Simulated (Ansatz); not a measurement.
# CH₆GeOS: one species, many methods

The task here is to estimate one member of a computed series from the others.

Computed with Ansatz 0.2.0, Gaussian basis. Level: functionals in def2-TZVPP, the program's frozen cores in correlated methods.

Levels to be run: LDA (SPW92), PBE-D4, revPBE-D4, BLYP-D4, r2SCAN-D4, B97M-V, PBE0-D4, B3LYP-D4, r2SCANh-D4, r2SCAN0-D4, HSE06-D4, BHLYP-D4, CAM-B3LYP-D4, LC-ωPBE, ωB97X-V, ωB97M-V, B2PLYP, PBE-QIDH; CCSD(T)/def2-SVP; CCSD(T)/def2-TZVPP; MP2/def2-QZVPP; extrapolation to the limit; RPA on PBE.

## The geometry

An earlier PBE0-D4 in a triple-zeta def2 set relaxation fixed the geometry.

SMILES `C[O][GeH2][SH]`, 10 atoms, charge 0, spin multiplicity 1.

Atoms are counted from 1 here; the program's logs count them from 0.

Bond lengths: C1–O2 1.408 Å, C1–H5 1.098 Å, C1–H6 1.099 Å, C1–H7 1.092 Å, O2–Ge3 1.779 Å, Ge3–S4 2.202 Å, Ge3–H8 1.541 Å, Ge3–H9 1.538 Å, S4–H10 1.343 Å. Angles: O2–C1–H5 112.2°, O2–C1–H6 112.3°, O2–C1–H7 107.9°, H5–C1–H6 108.2°, H5–C1–H7 108.0°, H6–C1–H7 108.0°, C1–O2–Ge3 117.6°, O2–Ge3–S4 107.3°, O2–Ge3–H8 107.5°, O2–Ge3–H9 110.3°, S4–Ge3–H8 112.2°, S4–Ge3–H9 107.1°, H8–Ge3–H9 112.4°, Ge3–S4–H10 93.9°.

Set-up of the first run:

Contents of in.yaml:

```yaml
crystal:
  periodic: [false, false, false]
  atoms:
    - {symbol: C, position_ang: [0.437999, 1.561279, 0.498633]}
    - {symbol: O, position_ang: [0.770571, 0.213056, 0.266961]}
    - {symbol: Ge, position_ang: [-0.403094, -0.782832, -0.624021]}
    - {symbol: S, position_ang: [0.327669, -2.859060, -0.570282]}
    - {symbol: H, position_ang: [0.394710, 2.143035, -0.431728]}
    - {symbol: H, position_ang: [-0.524539, 1.670760, 1.017097]}
    - {symbol: H, position_ang: [1.214449, 1.994954, 1.132809]}
    - {symbol: H, position_ang: [-1.768663, -0.626699, 0.073273]}
    - {symbol: H, position_ang: [-0.448543, -0.358073, -2.101686]}
    - {symbol: H, position_ang: [0.082541, -3.007518, 0.741945]}
basis:
  gaussian: {orbitals: def2-TZVPP}
hamiltonian: {xc: lda}
output: {orbitals: {seedname: orbitals}}
```

Among the steps run: LDA; PBE-D4 (GGA); revPBE-D4 (GGA); BLYP-D4 (GGA); r2SCAN-D4 (meta-GGA); B97M-V (meta-GGA); PBE0-D4 (hybrid); B3LYP-D4 (hybrid); r2SCANh-D4 (hybrid); r2SCAN0-D4 (hybrid); HSE06-D4 (hybrid); BHLYP-D4 (hybrid); CAM-B3LYP-D4 (range-separated); LC-ωPBE-D4 (range-separated; the results give it without D4); ωB97X-V (range-separated); ωB97M-V (range-separated); B2PLYP (double hybrid); PBE-QIDH (double hybrid).

One of the session's tables, all rows but one given; the rest of the session is left out.

It belongs to the step «Orbital energies across the functionals». 

```
  functional  HOMO (eV)  gap (eV)
 LDA (SPW92)      -6.42      5.39
      PBE-D4      -6.31      5.50
   revPBE-D4      -6.27      5.55
     BLYP-D4      -6.16      5.41
   r2SCAN-D4      -6.62      6.13
      B97M-V      -6.73      6.16
     PBE0-D4      -7.59      7.73
    B3LYP-D4      -7.32      7.17
  r2SCANh-D4      -7.08      6.94
  r2SCAN0-D4      -7.78      8.13
    HSE06-D4      -7.18      6.96
    BHLYP-D4          ?         ?
CAM-B3LYP-D4      -8.91     10.04
     LC-ωPBE     -10.34     12.70
     ωB97X-V      -9.97     12.20
     ωB97M-V      -9.80     11.78
```

Q: Estimate the row for BHLYP-D4 from the others.

Worked estimate for «HOMO (eV)». Against the share of exact exchange, BLYP-D4 (0, -6.16), B3LYP-D4 (0.2, -7.32) give a slope of -5.80 per unit share; at 0.5 the line stands at -9.06.

**Answer.** HOMO (eV): -8.67; gap (eV): 9.73. In «HOMO (eV)» the line misses by -0.39.
